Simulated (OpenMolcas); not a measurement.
**MN15-L/pcseg-2 run of CuF (fluorocopper)**

What is the energy change on altering one bond length of CuF (fluorocopper) at MN15-L/pcseg-2? 

The results are computed with OpenMolcas 26.06.

## Step 1: The structure to begin with

The species is CuF (2 atoms), meant as a singlet with charge 0. As SMILES, `[F][Cu]`. The shape comes from GFN2-xTB, which is rough for such elements, and wasn't checked as a minimum.

Bond lengths: F1–Cu2 1.716 Å.

## Step 2: Energy and gradient at MN15-L/pcseg-2

job.input

```
&GATEWAY
BASLIB=$CurrDir
COORD
2
angstrom
F        0.730430      -0.261570       0.366750
Cu      -0.730430       0.261570      -0.366750
BASIS=pcseg-2
GROUP=NoSym
&SEWARD
GRIDINPUT
Grid=SG1Grid
End of Grid
&SCF
KSDFT=2
1.0 MGGA_X_MN15_L
1.0 MGGA_C_MN15_L
PRORBITALS=0
&ALASKA
```

The basis set pcseg-2 is read from a file made from the Basis Set Exchange's data (not shown).

Started as:

```
$ export MOLCAS_MEM=1860
$ pymolcas job.input > job.log
```

The program printed:

```text
--- Start Module: gateway ---
[...]
--- Stop Module: gateway /rc=_RC_ALL_IS_WELL_ ---
[...]
      Basis functions           86
[...]
--- Start Module: scf ---
[...]
       Convergence after  13 Iterations
[...]
::    Total KS-DFT energy                           -1740.3377594571
[...]
      Total spin, S                                     0.0000000000
[...]
      Total electronic charge=   38.000000
      Total            charge=   -0.000000
[...]
      Dipole Moment (debye):
      Origin of the operator (angstrom)=   -0.3917    0.1403   -0.1967
                   X= -4.1265E+00               Y=  1.4777E+00               Z= -2.0719E+00           Total=  4.8481E+00
      Quadrupole Moment (debye*angstrom):
[...]
--- Stop Module: scf /rc=_RC_ALL_IS_WELL_ ---
[...]
--- Start Module: alaska ---
[...]
 *              Molecular gradients               *
 **************************************************
  Irreducible representation: a
 ------------------------------------------------------------------------------------------
                              X                       Y                       Z
 ------------------------------------------------------------------------------------------
  F1               -9.88492742396119E-03    3.53983333991792E-03   -4.96323690565603E-03
  CU2               9.88492742397540E-03   -3.53983333991081E-03    4.96323690565603E-03
 ------------------------------------------------------------------------------------------
--- Stop Module: alaska /rc=_RC_ALL_IS_WELL_ ---
[...]
```

It took 10 s on 1 thread of Arm Neoverse V1, shared host; peak memory 0.47 GiB.

## Step 3: The distorted shape

job.inp

```
* CuF Kohn-Sham DFT
&GATEWAY
BasLib = $CurrDir
Coord
2
angstrom
F        1.460856      -0.523139       0.733498
Cu      -0.730430       0.261570      -0.366750
Basis = pcseg-2
Group = NoSym
&SEWARD
GridInput
Grid=SG1Grid
End of Grid
&SCF
KSDFT = 2
1.0 MGGA_X_MN15_L
1.0 MGGA_C_MN15_L
PrOrbitals = 0
&ALASKA
```

The basis set pcseg-2 is read from a file made from the Basis Set Exchange's data (not shown).

Started as:

```
$ export MOLCAS_MEM=1860
$ pymolcas job.inp > job.log
```

The program printed:

```text
--- Start Module: gateway ---
[...]
--- Stop Module: gateway /rc=_RC_ALL_IS_WELL_ ---
[...]
      Basis functions           86
[...]
--- Start Module: scf ---
[...]
       Convergence after  17 Iterations
[...]
::    Total KS-DFT energy                           -1740.2650818623
[...]
      Total spin, S                                     0.0000000000
[...]
      Total electronic charge=   38.000000
      Total            charge=   -0.000000
[...]
      Dipole Moment (debye):
      Origin of the operator (angstrom)=   -0.2223    0.0796   -0.1116
                   X= -6.8357E+00               Y=  2.4479E+00               Z= -3.4322E+00           Total=  8.0311E+00
      Quadrupole Moment (debye*angstrom):
[...]
--- Stop Module: scf /rc=_RC_ALL_IS_WELL_ ---
[...]
--- Start Module: alaska ---
[...]
 *              Molecular gradients               *
 **************************************************
  Irreducible representation: a
 ------------------------------------------------------------------------------------------
                              X                       Y                       Z
 ------------------------------------------------------------------------------------------
  F1                3.83921577422797E-02   -1.37483978396897E-02    1.92767602085411E-02
  CU2              -3.83921577422868E-02    1.37483978396897E-02   -1.92767602085322E-02
 ------------------------------------------------------------------------------------------
--- Stop Module: alaska /rc=_RC_ALL_IS_WELL_ ---
[...]
```

Wall time 9.9 s (1 thread of Arm Neoverse V1, shared host); peak memory 0.47 GiB.

## Step 4: Outcome

Level: MN15-L/pcseg-2.

| quantity | value |
| --- | --- |
| first shape: total energy | -1740.33776 Eh |
| first shape: dipole moment | 4.85 D |
| first shape: HOMO energy | -5.83 eV |
| first shape: LUMO energy | -3.20 eV |
| first shape: HOMO–LUMO gap | 2.63 eV |
| first shape: largest force on an atom | 0.597 eV/Å |
| distorted shape: total energy | -1740.26508 Eh |
| distorted shape: dipole moment | 8.03 D |
| distorted shape: HOMO energy | -6.01 eV |
| distorted shape: LUMO energy | -4.38 eV |
| distorted shape: HOMO–LUMO gap | 1.63 eV |
| distorted shape: largest force on an atom | 2.319 eV/Å |
| energy change with the F1–Cu2 bond stretched from 1.716 to 2.574 Å | 1.978 eV |

In words: With the F1–Cu2 bond stretched from 1.716 to 2.574 Å the energy rises by 1.98 eV (46 kcal/mol). The first shape isn't relaxed at this level, so the change isn't measured from a minimum. A restricted reference can't describe the breaking bond well at this length. The largest force (first shape) is 0.60 eV/Å: the shape isn't a stationary point for this species at this level.
